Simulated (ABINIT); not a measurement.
Crystal: HfGe.

```
Hf Ge
1.0
     3.93351    0.00000    0.00000
    -1.96675    3.40652    0.00000
     0.00000    0.00000    3.50962
Hf Ge
1 1
Direct
  0.00000 0.00000 0.50000
  0.33333 0.66667 0.50000
```

The cell was built by a generator and needn't be a form met in nature.

```yaml
Program: ABINIT 10.8.3 (patched build)
Task: single point
Functional: PBE
Potentials_or_basis: JTH PAW PBE v2.0
Cutoff: 599 eV
k_mesh: 8 × 8 × 8
Occupations: fermi-dirac, width 0.05 eV
Spin: no spin polarisation
```

On this cell: pressure 36.7 GPa; largest force under 0.003 eV/Å; band gap on the k mesh none (metal or under the smearing width).

The same run follows on a disturbed copy (atoms moved at random, drawn with an rms of 0.05 Å):

```
Hf Ge
1.0
     3.93351    0.00000    0.00000
    -1.96675    3.40652    0.00000
     0.00000    0.00000    3.50962
Hf Ge
1 1
Direct
  0.00347 0.99591 0.50257
  0.33871 0.66817 0.49589
```

Task: What changes?

Result: The energy (extrapolated to zero smearing) moves by +1.1 meV/atom; pressure 36.8 GPa; largest force 0.662 eV/Å; band gap on the k mesh none (metal or under the smearing width).

Forces in eV/Å, atoms in the order of the input:
```
Hf  -0.110  0.571  0.316
Ge   0.110 -0.571 -0.316
```

Stress tensor (GPa, compression positive):
```
62.60 -0.52 -0.01
-0.52 56.98  0.06
-0.01  0.06 -9.32
```

Caveats: the atomic spheres overlap; a pressure of tens of GPa on the cell as given is suspect, and the run, the potentials or the cell itself is likely at fault (some runs).
